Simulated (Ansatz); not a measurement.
Runs of Ansatz 0.2.0 on HfIn4SiO6. Symmetry: C2, No. 5, monoclinic system. The conventional cell has a = 5.432 Å, b = 9.407 Å, c = 7.636 Å, α = 90.00°, β = 104.07°, γ = 90.00°. Hf (site symmetry 2) has 6 O at 2.13 to 2.14 Å as nearest neighbours. In (site symmetry 2) has 2 O at 2.73 Å and 4 In at 3.12 Å as nearest neighbours. In (site symmetry 2) has 6 O at 2.23 Å as nearest neighbours. In (site symmetry 2) has 2 O at 2.73 Å and 3 In at 3.07 to 3.12 Å as nearest neighbours. Around In (site symmetry 2) lie 2 O at 2.73 Å and 3 In at 3.07 to 3.12 Å. Si (site symmetry 2) is surrounded by 6 O at 1.85 Å. Around O (site symmetry 1) lie 1 Si at 1.85 Å. O (site symmetry 1) has 1 Si at 1.85 Å as nearest neighbours. The cell was built by a generator and needn't be a form met in nature.

```csv
task,level,potentials or basis,U,cell,k mesh,cutoff (eV),basis error allowed,mesh quality,gap on the mesh (eV),pressure (GPa),relaxed volume (Å³/atom),largest force (eV/Å)
single point,PBE,"all-electron LAPW, scalar-relativistic",-,as given,4 × 4 × 3,375,0.002 eV/atom,coarse,none,-0.3,-,0.08
density of states,PBE,all-electron PAW datasets made for the crystal,-,as given,4 × 4 × 3,440,-,coarse,none,(a),-,0.08
relaxation of cell and atoms,PBE,all-electron PAW datasets made for the crystal,-,relaxed,4 × 4 × 2,-,-,coarse,none,0.0,15.70,0.01
relaxation of cell and atoms,PBE+D4,all-electron PAW datasets made for the crystal,-,relaxed,4 × 4 × 2,-,-,coarse,none,0.0,15.23,0.01
single point,PBE,"all-electron LAPW, scalar-relativistic",-,as given,3 × 3 × 2,334,0.005 eV/atom,coarse,none,0.1,-,0.25
projected density of states,PBE,"all-electron LAPW, scalar-relativistic",-,as given,6 × 6 × 4,375,0.002 eV/atom,not flagged,-,0.1,-,0.02
single point,PBE+U,"all-electron LAPW, scalar-relativistic",Hf d U = 3 eV,as given,4 × 4 × 3,375,0.002 eV/atom,coarse,none,0.4,-,0.14
single point,PBE+U,"all-electron LAPW, scalar-relativistic",Hf d U = 6 eV,as given,4 × 4 × 3,375,0.002 eV/atom,coarse,none,(b),-,0.31
```

Alike in all rows: no spin polarisation; smearing fermi-dirac 0.05 eV.

**Question.** Fill in the values left out.

**Answer.** (a) -0.4; (b) 1.2.

Caveats: some runs use coarse meshes; the k mesh is thin for a metal, which can move the energy by tens of meV per atom (some runs); U is the effective U less J, on atomic orbitals that reach past the spheres (some runs); U without spin polarisation on a metal has little footing (some runs); the program warned that the printed levels may be off, so bands, gaps and densities of states are rough (some runs); pairwise dispersion overbinds metals, which lowers pressure and volume (some runs).

A k mesh can miss the band edges, and the runs leave out spin-orbit coupling on Hf, In.

A gap of «none» marks a metal or a gap under the smearing width.

Not every run made on this cell is shown here.
